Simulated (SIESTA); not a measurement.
The system is ZrB.

```
Zr B
1.0
     0.00000    2.32500    2.32500
     2.32500    0.00000    2.32500
     2.32500    2.32500    0.00000
Zr B
1 1
Direct
  0.00000 0.00000 0.00000
  0.50000 0.50000 0.50000
```

```yaml
Program: SIESTA 5.4.2
Task: single point
Functional: PBE
Potentials_or_basis: PseudoDojo 0.4 standard (PBE files)
Basis: DZP (energy shift 0.003 Ry; two zetas on semicore shells)
Grid_cutoff: 800 Ry
Energy_shift: 0.003 Ry
k_mesh: 10 × 10 × 10
Occupations: fermi-dirac, width 0.05 eV
Spin: no spin polarisation
```

On this cell: pressure 35.7 GPa; largest force zero by symmetry; band gap on the k mesh none (metal or under the smearing width).

The same run follows on a disturbed copy (atoms moved at random, drawn with an rms of 0.05 Å):

```xyz
2
Lattice="0.0000 2.3250 2.3250 2.3250 0.0000 2.3250 2.3250 2.3250 0.0000" Properties=species:S:1:pos:R:3 pbc="T T T"
Zr    0.0327    0.0060    0.0193
B     2.3402    2.3660    2.3105
```

Question: What does the disturbed cell give?

Answer: The energy (extrapolated to zero smearing) moves by +6.9 meV/atom; pressure 35.9 GPa; largest force 0.539 eV/Å; band gap on the k mesh none (metal or under the smearing width).

Forces in eV/Å, atoms in the order of the input:
```
Zr  -0.181  0.364 -0.353
B    0.182 -0.364  0.352
```

Stress tensor (GPa, compression positive):
```
35.68  0.07 -0.07
 0.07 36.03  0.14
-0.07  0.14 35.99
```

Caveats: the basis of atomic orbitals isn't converged, which shifts pressures, moduli and gaps; a pressure of tens of GPa on the cell as given is suspect, and the run, the potentials or the cell itself is likely at fault (some runs).
